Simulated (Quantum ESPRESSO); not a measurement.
# BiTe (R-3m) in Quantum ESPRESSO: further runs

The runs below take BiTe through phonons, with PBE, PBE+D2, PBE+D3(BJ).

Everything below comes from runs of Quantum ESPRESSO 7.5. Logs are shortened: lines on timing, memory, paths and dates and some standing lists are left out, and cuts for length are marked.

**1. The structure**

The structure is trigonal, space group R-3m (No. 166). The conventional cell has a = 4.845 Å, b = 4.845 Å, c = 9.952 Å, α = 90.00°, β = 90.00°, γ = 120.00°. Bi (site symmetry -3m) is surrounded by 6 Te at 3.25 Å. Te (site symmetry -3m) is surrounded by 6 Bi at 3.25 Å.

The cell comes from a database or a generator and needn't be the stable form of this composition.

**2. Phonons, PBE**

pw.in reads:

```
&CONTROL
  calculation = 'scf'
  prefix = 'pwscf'
  outdir = './tmp'
  pseudo_dir = './pseudo'
  tprnfor = .true.
  tstress = .true.
  disk_io = 'low'
/
&SYSTEM
  ibrav = 0
  celldm(1) = 8
  nat = 2
  ntyp = 2
  ecutwfc = 82
  nbnd = 23
  occupations = 'smearing'
  smearing = 'mv'
  degauss = 0.01469973
/
&ELECTRONS
  conv_thr = 4d-10
  electron_maxstep = 120
  mixing_beta = 0.5
/
ATOMIC_SPECIES
Bi   208.9804 Bi.upf
Te   127.6000 Te.upf
CELL_PARAMETERS alat
  0.5722817713243   0.3304070347278   0.7835966586787
 -0.5722817713243   0.3304070347278   0.7835966586787
  0.0000000000000  -0.6608140694556   0.7835966586787
ATOMIC_POSITIONS crystal
Bi     0.5000000000    0.5000000000    0.5000000000
Te     0.0000000000    0.0000000000    0.0000000000
K_POINTS automatic
6 6 6 0 0 0
```

scf2.in reads:

```
&CONTROL
  calculation = 'scf'
  prefix = 'pwscf'
  outdir = './tmp'
  pseudo_dir = './pseudo'
  tprnfor = .true.
  tstress = .true.
  disk_io = 'low'
/
&SYSTEM
  ibrav = 0
  celldm(1) = 8
  nat = 2
  ntyp = 2
  ecutwfc = 82
  nbnd = 23
  occupations = 'smearing'
  smearing = 'mv'
  degauss = 0.01469973
/
&ELECTRONS
  conv_thr = 1d-13
  electron_maxstep = 120
  mixing_beta = 0.5
  startingpot = 'file'
  startingwfc = 'file'
/
ATOMIC_SPECIES
Bi   208.9804 Bi.upf
Te   127.6000 Te.upf
CELL_PARAMETERS alat
  0.5722817713243   0.3304070347278   0.7835966586787
 -0.5722817713243   0.3304070347278   0.7835966586787
  0.0000000000000  -0.6608140694556   0.7835966586787
ATOMIC_POSITIONS crystal
Bi     0.5000000000    0.5000000000    0.5000000000
Te     0.0000000000    0.0000000000    0.0000000000
K_POINTS automatic
6 6 6 0 0 0
```

ph.in reads:

```
phonons of BiTe
&INPUTPH
  prefix = 'pwscf'
  outdir = './tmp'
  tr2_ph = 1d-18
  fildyn = 'dyn'
  niter_ph = 90
  alpha_mix(1) = 0.4
/
0.0000000000 0.0000000000 0.0000000000
```

dynmat.in reads:

```
&INPUT
  fildyn = 'dyn'
  asr = 'crystal'
  filout = 'dynmat.disp'
  fileig = 'dynmat.eig'
/
```

Potentials or basis: Ansatz NC SR PBE.

The run is started by

```sh
$ OMP_NUM_THREADS=1 mpirun -n 4 pw.x -nk 4 -in pw.in > pw.out
$ OMP_NUM_THREADS=1 mpirun -n 4 pw.x -nk 4 -in scf2.in > scf2.out
$ OMP_NUM_THREADS=1 mpirun -n 4 ph.x -nk 4 -in ph.in > ph.out
$ OMP_NUM_THREADS=1 mpirun -n 1 dynmat.x -in dynmat.in > dynmat.out
```

pw.out:

```text
[... set-up lines left out ...]
     Self-consistent Calculation

     iteration #  1     ecut=    82.00 Ry     beta= 0.50
     Davidson diagonalization with overlap
     ethr =  1.00E-02,  avg # of iterations =  9.4

     Threshold (ethr) on eigenvalues was too large:
     Diagonalizing with lowered threshold

     Davidson diagonalization with overlap
     c_bands:  1 eigenvalues not converged
     c_bands:  1 eigenvalues not converged
     c_bands:  1 eigenvalues not converged
     ethr =  5.19E-05,  avg # of iterations = 17.4

     total energy              =    -405.95520319 Ry
     estimated scf accuracy    <       0.01519116 Ry

     iteration #  2     ecut=    82.00 Ry     beta= 0.50
     Davidson diagonalization with overlap
     c_bands:  2 eigenvalues not converged
     ethr =  4.90E-05,  avg # of iterations =  6.8

     total energy              =    -405.95905336 Ry
     estimated scf accuracy    <       0.00254878 Ry

     iteration #  3     ecut=    82.00 Ry     beta= 0.50
     Davidson diagonalization with overlap
     c_bands:  1 eigenvalues not converged
     c_bands:  1 eigenvalues not converged
     c_bands:  1 eigenvalues not converged
     ethr =  8.22E-06,  avg # of iterations = 12.0

     total energy              =    -405.95966661 Ry
     estimated scf accuracy    <       0.00032156 Ry

     iteration #  4     ecut=    82.00 Ry     beta= 0.50
     Davidson diagonalization with overlap
     c_bands:  3 eigenvalues not converged
     c_bands:  2 eigenvalues not converged
     c_bands:  1 eigenvalues not converged
     ethr =  1.04E-06,  avg # of iterations = 12.8

     total energy              =    -405.95976074 Ry
     estimated scf accuracy    <       0.00002408 Ry

     iteration #  5     ecut=    82.00 Ry     beta= 0.50
     Davidson diagonalization with overlap
     c_bands:  2 eigenvalues not converged
     c_bands:  2 eigenvalues not converged
     c_bands:  1 eigenvalues not converged
     ethr =  7.77E-08,  avg # of iterations =  9.4

     total energy              =    -405.95977903 Ry
     estimated scf accuracy    <       0.00000398 Ry

     iteration #  6     ecut=    82.00 Ry     beta= 0.50
     Davidson diagonalization with overlap
     c_bands:  2 eigenvalues not converged
     c_bands:  1 eigenvalues not converged
     c_bands:  1 eigenvalues not converged
     ethr =  1.28E-08,  avg # of iterations =  6.2

     total energy              =    -405.95978045 Ry
     estimated scf accuracy    <       0.00000027 Ry

     iteration #  7     ecut=    82.00 Ry     beta= 0.50
     Davidson diagonalization with overlap
     ethr =  8.70E-10,  avg # of iterations =  8.9

     total energy              =    -405.95978081 Ry
     estimated scf accuracy    <       0.00000003 Ry

     iteration #  8     ecut=    82.00 Ry     beta= 0.50
     Davidson diagonalization with overlap
     ethr =  1.07E-10,  avg # of iterations =  6.0

     total energy              =    -405.95978082 Ry
     estimated scf accuracy    <          7.4E-09 Ry

     iteration #  9     ecut=    82.00 Ry     beta= 0.50
     Davidson diagonalization with overlap
     ethr =  2.37E-11,  avg # of iterations =  5.9

     total energy              =    -405.95978083 Ry
     estimated scf accuracy    <          8.0E-10 Ry

     iteration # 10     ecut=    82.00 Ry     beta= 0.50
     Davidson diagonalization with overlap
     ethr =  2.59E-12,  avg # of iterations =  6.4

     End of self-consistent calculation

          k = 0.0000 0.0000 0.0000 (  5701 PWs)   bands (ev):

   -27.2693 -27.2693 -27.2343 -27.2343 -27.2204 -13.2639 -13.2639 -13.2532
   -13.2532 -13.2398  -3.5207   1.6892   7.0516   7.0516   8.3526  11.8454
    12.4786  12.4786  14.0488  14.0488  16.1977  16.6537  16.9068

          k = 0.0000-0.1681 0.0709 (  5697 PWs)   bands (ev):

   -27.2693 -27.2693 -27.2343 -27.2340 -27.2204 -13.2637 -13.2633 -13.2548
   -13.2517 -13.2393  -3.2849   1.1117   7.2084   7.3986   8.2692  11.0430
    11.5766  11.7528  14.4358  14.6445  16.4827  17.5021  17.9722

          k = 0.0000-0.3363 0.1418 (  5731 PWs)   bands (ev):

   -27.2692 -27.2692 -27.2343 -27.2335 -27.2203 -13.2641 -13.2628 -13.2573
   -13.2491 -13.2370  -2.5946  -0.1544   7.6618   7.9037   8.4876   9.7451
    10.1695  10.7919  15.4312  15.5363  18.0283  18.7507  19.6936

          k = 0.0000 0.5044-0.2127 (  5726 PWs)   bands (ev):

   -27.2691 -27.2691 -27.2343 -27.2333 -27.2202 -13.2645 -13.2632 -13.2580
   -13.2482 -13.2352  -1.6170  -1.3834   8.1025   8.1412   8.9304   9.0118
     9.3685  10.2832  16.7066  16.8229  16.9390  17.7972  20.7865

          k =-0.1456-0.0841 0.1418 (  5699 PWs)   bands (ev):

   -27.2693 -27.2692 -27.2342 -27.2339 -27.2204 -13.2651 -13.2624 -13.2548
   -13.2499 -13.2395  -3.1916   1.0971   6.5632   7.4572   8.5058   9.8138
    12.2358  12.6438  13.7769  15.3414  16.2997  16.8408  17.2485

          k =-0.1456-0.2522 0.2127 (  5703 PWs)   bands (ev):

   -27.2693 -27.2691 -27.2342 -27.2335 -27.2203 -13.2664 -13.2620 -13.2562
   -13.2470 -13.2376  -2.6568   0.2535   6.5747   7.4273   7.4727  10.2749
    11.5250  12.4142  13.6860  16.3299  17.8374  18.2283  18.9514

          k =-0.1456 0.5885-0.1418 (  5697 PWs)   bands (ev):

   -27.2692 -27.2691 -27.2342 -27.2333 -27.2203 -13.2659 -13.2631 -13.2566
   -13.2466 -13.2357  -1.7610  -0.9672   6.4066   7.2092   7.8377  10.3911
    11.2623  11.4902  14.5391  17.1930  17.8337  19.7353  20.6566

          k =-0.1456 0.4204-0.0709 (  5703 PWs)   bands (ev):

   -27.2691 -27.2691 -27.2342 -27.2335 -27.2203 -13.2642 -13.2633 -13.2561
   -13.2483 -13.2370  -2.1287  -0.6110   6.0290   8.1265   8.4851   9.6938
    10.3540  12.2422  15.9755  16.3024  17.4230  18.8083  18.9332

          k =-0.1456 0.2522 0.0000 (  5705 PWs)   bands (ev):

   -27.2692 -27.2692 -27.2342 -27.2339 -27.2203 -13.2641 -13.2622 -13.2546
   -13.2519 -13.2386  -2.9202   0.4397   6.4023   8.4329   8.4817  10.1667
    10.1734  12.6335  15.1765  15.5788  17.1549  17.4266  18.7596

          k =-0.2912-0.1681 0.2836 (  5703 PWs)   bands (ev):

   -27.2694 -27.2691 -27.2341 -27.2333 -27.2203 -13.2703 -13.2606 -13.2562
   -13.2420 -13.2375  -2.3401   0.2957   5.7997   5.8299   6.9374  12.0937
    12.7349  12.8455  13.1914  17.8911  18.0318  18.2592  18.7188

          k =-0.2912 0.6726-0.0709 (  5712 PWs)   bands (ev):

   -27.2694 -27.2690 -27.2341 -27.2331 -27.2203 -13.2710 -13.2610 -13.2562
   -13.2409 -13.2362  -1.7678  -0.3361   4.9170   6.0370   6.9412  12.1289
    12.7371  13.0649  13.5380  18.4871  18.8536  19.2651  19.7367

          k =-0.2912 0.5044-0.0000 (  5715 PWs)   bands (ev):

   -27.2692 -27.2690 -27.2341 -27.2332 -27.2202 -13.2674 -13.2627 -13.2557
   -13.2436 -13.2370  -1.3696  -1.0684   4.9597   7.0488   7.4277  11.1153
    11.4122  13.7938  14.1813  17.4895  18.1938  18.8699  20.9846

          k = 0.4368 0.2522-0.4254 (  5726 PWs)   bands (ev):

   -27.2695 -27.2690 -27.2341 -27.2329 -27.2203 -13.2737 -13.2599 -13.2566
   -13.2377 -13.2360  -1.7301  -0.0047   4.3639   5.4829   6.6661  12.3868
    13.0320  13.5578  14.5450  18.2685  18.3890  20.1443  20.3618

          k =-0.0000-0.0000 0.2127 (  5706 PWs)   bands (ev):

   -27.2693 -27.2693 -27.2339 -27.2339 -27.2204 -13.2644 -13.2644 -13.2508
   -13.2508 -13.2404  -3.2248   1.2824   7.0785   7.0785   8.2966  10.6118
    11.2686  11.2686  14.7556  14.7556  14.8079  18.1861  18.6732

          k =-0.0000-0.1681 0.2836 (  5699 PWs)   bands (ev):

   -27.2693 -27.2693 -27.2340 -27.2335 -27.2204 -13.2655 -13.2647 -13.2526
   -13.2466 -13.2390  -2.8098   0.5924   6.6077   7.8632   8.2882   9.3880
     9.6899  12.5887  14.3704  14.8814  17.3648  17.5727  20.7102

          k =-0.0000 0.6726-0.0709 (  5694 PWs)   bands (ev):

   -27.2692 -27.2692 -27.2340 -27.2333 -27.2203 -13.2657 -13.2648 -13.2533
   -13.2462 -13.2368  -2.0010  -0.6030   6.5826   7.6706   7.7334   9.5504
     9.6347  12.9762  15.0025  15.7575  18.2726  19.7511  20.4978

          k =-0.0000 0.5044-0.0000 (  5695 PWs)   bands (ev):

   -27.2692 -27.2691 -27.2340 -27.2335 -27.2203 -13.2664 -13.2623 -13.2530
   -13.2485 -13.2377  -1.8203  -0.8816   6.9160   6.9463   7.1774  10.5786
    10.9069  12.1463  16.4314  16.7568  17.2728  18.3945  19.0337

          k =-0.0000 0.3363 0.0709 (  5717 PWs)   bands (ev):

   -27.2693 -27.2691 -27.2339 -27.2339 -27.2203 -13.2660 -13.2610 -13.2533
   -13.2514 -13.2385  -2.7068   0.2469   6.4966   7.1747   7.7679  10.7606
    11.7868  12.2552  14.6694  16.4617  17.7530  18.0422  18.3702

          k =-0.1456-0.0841 0.3545 (  5699 PWs)   bands (ev):

   -27.2694 -27.2692 -27.2338 -27.2333 -27.2204 -13.2686 -13.2641 -13.2513
   -13.2424 -13.2397  -2.5510   0.4713   6.3066   7.1418   7.2376   9.9722
    11.0763  11.5166  13.6981  16.9836  17.1969  19.2631  19.5242

          k =-0.1456 0.7566 0.0000 (  5706 PWs)   bands (ev):

   -27.2693 -27.2691 -27.2338 -27.2331 -27.2203 -13.2697 -13.2638 -13.2518
   -13.2414 -13.2379  -1.9438  -0.2297   5.8675   5.9339   7.6032   9.9271
    11.4329  13.0270  13.9274  17.4831  18.4047  19.4727  20.3193

          k =-0.1456 0.5885 0.0709 (  5706 PWs)   bands (ev):

   -27.2693 -27.2691 -27.2339 -27.2333 -27.2203 -13.2683 -13.2632 -13.2518
   -13.2441 -13.2379  -1.3092  -1.0343   5.3946   5.8407   8.2722   9.5118
    12.7994  13.3390  14.9325  16.6051  18.4490  19.4768  19.6545

          k =-0.1456 0.4204 0.1418 (  5705 PWs)   bands (ev):

   -27.2693 -27.2691 -27.2341 -27.2335 -27.2203 -13.2674 -13.2615 -13.2543
   -13.2472 -13.2373  -2.1032  -0.3360   5.7021   6.3794   7.8540  10.8578
    11.9984  13.1697  14.6054  16.6956  18.0931  18.2863  19.6434

          k = 0.5825 0.3363-0.3545 (  5714 PWs)   bands (ev):

   -27.2694 -27.2691 -27.2338 -27.2329 -27.2203 -13.2726 -13.2623 -13.2524
   -13.2382 -13.2376  -1.6871  -0.1757   4.8202   5.7778   6.6739  11.7230
    12.2410  13.1716  13.3875  18.9393  19.5279  20.0093  20.3841

          k = 0.5825 0.1681-0.2836 (  5717 PWs)   bands (ev):

   -27.2694 -27.2690 -27.2339 -27.2331 -27.2203 -13.2711 -13.2621 -13.2527
   -13.2415 -13.2367  -1.4307  -0.5784   4.7027   5.4738   7.4511  10.7646
    13.2652  14.0242  14.1845  17.0521  18.6578  19.5632  20.7503

          k = 0.5825-0.0000-0.2127 (  5708 PWs)   bands (ev):

   -27.2692 -27.2690 -27.2341 -27.2332 -27.2202 -13.2674 -13.2628 -13.2545
   -13.2459 -13.2357  -1.3461  -1.0977   5.5993   5.6312   8.6602  10.0135
    12.6453  13.1015  15.1535  15.2291  19.2309  19.5752  21.2429

          k = 0.4368 0.2522-0.2127 (  5729 PWs)   bands (ev):

   -27.2694 -27.2690 -27.2339 -27.2333 -27.2203 -13.2711 -13.2607 -13.2531
   -13.2428 -13.2376  -1.8055  -0.2647   5.0951   5.8544   6.6450  12.2521
    12.7352  13.7962  13.8897  17.8340  18.6340  19.1735  19.2227

          k =-0.0000-0.0000 0.4254 (  5730 PWs)   bands (ev):

   -27.2693 -27.2693 -27.2333 -27.2333 -27.2204 -13.2678 -13.2678 -13.2435
   -13.2435 -13.2416  -2.3810   0.2332   7.2867   7.2867   7.9308   9.0530
     9.5907   9.5907  15.5586  16.6683  16.6683  20.8049  21.8650

          k =-0.0000 0.8407 0.0709 (  5717 PWs)   bands (ev):

   -27.2693 -27.2693 -27.2333 -27.2331 -27.2204 -13.2684 -13.2681 -13.2441
   -13.2424 -13.2398  -1.8572  -0.3191   5.9479   7.4820   7.5129   9.1585
     9.2218  11.6097  15.7148  16.7103  18.9373  19.7731  20.3292

          k =-0.0000 0.6726 0.1418 (  5707 PWs)   bands (ev):

   -27.2693 -27.2691 -27.2334 -27.2333 -27.2203 -13.2700 -13.2645 -13.2455
   -13.2438 -13.2396  -1.2060  -0.9289   5.1120   6.4696   6.7604  10.6659
    10.9371  13.6447  15.9733  16.5135  17.3742  19.4031  21.5625

          k = 0.7281 0.4204-0.2836 (  5719 PWs)   bands (ev):

   -27.2693 -27.2692 -27.2333 -27.2330 -27.2204 -13.2707 -13.2673 -13.2441
   -13.2404 -13.2391  -1.5172  -0.6029   6.0988   6.6316   7.0196   9.7657
    10.1456  10.6621  15.7060  18.6480  19.2179  19.3731  20.1286

          k = 0.7281 0.2522-0.2127 (  5706 PWs)   bands (ev):

   -27.2693 -27.2691 -27.2334 -27.2331 -27.2203 -13.2706 -13.2655 -13.2454
   -13.2421 -13.2387  -1.1556  -0.8668   5.3651   5.3692   8.0063   9.0831
    12.2045  12.5292  15.8924  16.2011  19.5823  19.6620  20.9844

          k = 0.0000 0.0000-0.6381 (  5742 PWs)   bands (ev):

   -27.2693 -27.2693 -27.2330 -27.2330 -27.2204 -13.2698 -13.2698 -13.2422
   -13.2395 -13.2395  -1.2758  -0.9728   7.6096   7.6096   7.7345   8.4088
     8.7088   8.7088  17.9471  18.5593  19.1395  19.1399  19.9508

     the Fermi energy is     9.9269 ev

!    total energy              =    -405.95978083 Ry
     estimated scf accuracy    <          1.7E-10 Ry
     smearing contrib. (-TS)   =       0.00030406 Ry
     internal energy E=F+TS    =    -405.96008488 Ry

     The total energy is F=E-TS. E is the sum of the following terms:
     one-electron contribution =    -149.53822087 Ry
     hartree contribution      =      90.33321607 Ry
     xc contribution           =    -122.79729261 Ry
     ewald contribution        =    -223.95778747 Ry

     convergence has been achieved in  10 iterations

     Forces acting on atoms (cartesian axes, Ry/au):

     atom    1 type  1   force =     0.00000000    0.00000000    0.00000000
     atom    2 type  2   force =     0.00000000    0.00000000    0.00000000

     Total force =     0.000000     Total SCF correction =     0.000000

     Computing stress (Cartesian axis) and pressure

          total   stress  (Ry/bohr**3)                   (kbar)     P=       -0.62
  -0.00000191  -0.00000000  -0.00000000           -0.28       -0.00       -0.00
   0.00000000  -0.00000191  -0.00000000            0.00       -0.28       -0.00
   0.00000000   0.00000000  -0.00000878            0.00        0.00       -1.29

=------------------------------------------------------------------------------=
   JOB DONE.
=------------------------------------------------------------------------------=
```

Run time: 8 min. Hardware: 4 MPI ranks of Arm Neoverse V2, shared host; peak memory 0.48 GiB.

Results:

* Free energy: -5523.3642 eV
* Pressure after relaxing: -0.1 GPa
* Band gap on the k mesh: none (metal or under the smearing width)
* Highest phonon frequency at Γ: 91 cm⁻¹

Stress tensor (GPa, compression positive):
```
-0.03  0.00  0.00
 0.00 -0.03  0.00
 0.00  0.00 -0.13
```

Levels at points of the mesh, in eV from the Fermi level:
| k point | band 13 | band 14 | band 15 | band 16 | band 17 | band 18 |
| --- | --- | --- | --- | --- | --- | --- |
| (0.00, 0.00, 0.00) | -2.88 | -2.88 | -1.57 | 1.92 | 2.55 | 2.55 |
| (0.00, 0.00, -0.50) | -1.82 | -1.79 | -1.00 | -0.92 | -0.56 | 0.36 |
| (0.00, -0.50, -0.50) | -5.56 | -4.44 | -3.26 | 2.46 | 3.11 | 3.63 |
| (-0.50, -0.50, -0.50) | -2.32 | -2.32 | -2.19 | -1.52 | -1.22 | -1.22 |

Phonon frequencies in cm⁻¹ (negative: imaginary):
| q point | frequencies |
| --- | --- |
| (0.000, 0.000, 0.000) | -1 0 0 73 91 91 |

Optical modes at Γ, degenerate ones joined:
```csv
cm⁻¹,components,symmetry,active in
73,1,A2u,IR
91,2,Eu,IR
```

Caveat: the mesh is thin for the phonons of a metal; spin-orbit coupling is left out, which moves the levels of the heavy elements.

(Continued in part 2 of 4.)
